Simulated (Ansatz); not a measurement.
# WBrCl3: the cost of one run

Method: DFT PBE, scalar-relativistic, plane waves, PAW, in Ansatz 0.2.0.

1 further run of the same task is left out (it didn't finish).

### Step 1. The structure to begin with

It takes space group Fm-3m (No. 225, cubic). Conventional cell: a = 10.757 Å, b = 10.757 Å, c = 10.757 Å, α = 90.00°, β = 90.00°, γ = 90.00°. W (site symmetry m-3m) has 6 Cl at 2.80 Å as nearest neighbours. W (site symmetry m-3m) is surrounded by 6 Cl at 2.58 Å. Br (site symmetry -43m) is surrounded by 12 Cl at 3.80 Å. Cl (site symmetry 4mm) is surrounded by 2 W at 2.58 to 2.80 Å.

As a file:

```cif
data_structure
_symmetry_space_group_name_H-M 'Fm-3m'
_symmetry_Int_Tables_number 225
_cell_length_a 10.7573
_cell_length_b 10.7573
_cell_length_c 10.7573
_cell_angle_alpha 90.000
_cell_angle_beta 90.000
_cell_angle_gamma 90.000
_cell_volume 1244.82
loop_
_atom_site_label
_atom_site_type_symbol
_atom_site_symmetry_multiplicity
_atom_site_Wyckoff_symbol
_atom_site_fract_x
_atom_site_fract_y
_atom_site_fract_z
_atom_site_occupancy
W1 W 4 b 0.50000 0.00000 0.00000 1
W2 W 4 a 0.00000 0.00000 0.00000 1
Br1 Br 8 c 0.25000 0.25000 0.75000 1
Cl1 Cl 24 e 0.23977 0.00000 0.00000 1
```

The cell is invented: species swapped into a database cell of CsInI3 (Fm-3m, No. 225), with Br on the Cs sites, W on the In sites and Cl on the I sites. Lengths come from tabulated atomic sizes and are only a guess.

### Step 2. Probe: one point on a coarse mesh

File input.yaml:

```yaml
crystal:
  lattice:
    - [0.0, 5.378633, 5.378633]
    - [5.378633, 0.0, 5.378633]
    - [5.378633, 5.378633, 0.0]
  atoms:
    - { symbol: W, position: [0.5, 0.5, 0.5] }
    - { symbol: W, position: [0.0, 0.0, 0.0] }
    - { symbol: Br, position: [0.75, 0.75, 0.75] }
    - { symbol: Br, position: [0.25, 0.25, 0.25] }
    - { symbol: Cl, position: [0.76022799, 0.23977201, 0.23977201] }
    - { symbol: Cl, position: [0.23977201, 0.23977201, 0.76022799] }
    - { symbol: Cl, position: [0.23977201, 0.76022799, 0.76022799] }
    - { symbol: Cl, position: [0.23977201, 0.76022799, 0.23977201] }
    - { symbol: Cl, position: [0.76022799, 0.23977201, 0.76022799] }
    - { symbol: Cl, position: [0.76022799, 0.76022799, 0.23977201] }
basis:
  ecutwfc: 420
kpoints:
  mp_grid: { grid: [4, 4, 4] }
hamiltonian:
  xc: pbe
scf:
  occupations: { method: gaussian, width: 0.1 }
  lower_state_search: "off"
output:
  forces: true
  stress: true
  eigenvalues: true
```

On the command line:

```sh
> ansatz run input.yaml --threads 1 --pin off --max-ram 2560MiB --backend cpu --events-out ev --progress --plain --runs-dir out
```

**Question.** How long does this run take on 1 thread of Arm Neoverse V2, shared host, and how much memory does it need?

About 8.9 s, with a peak of 0.55 GiB.
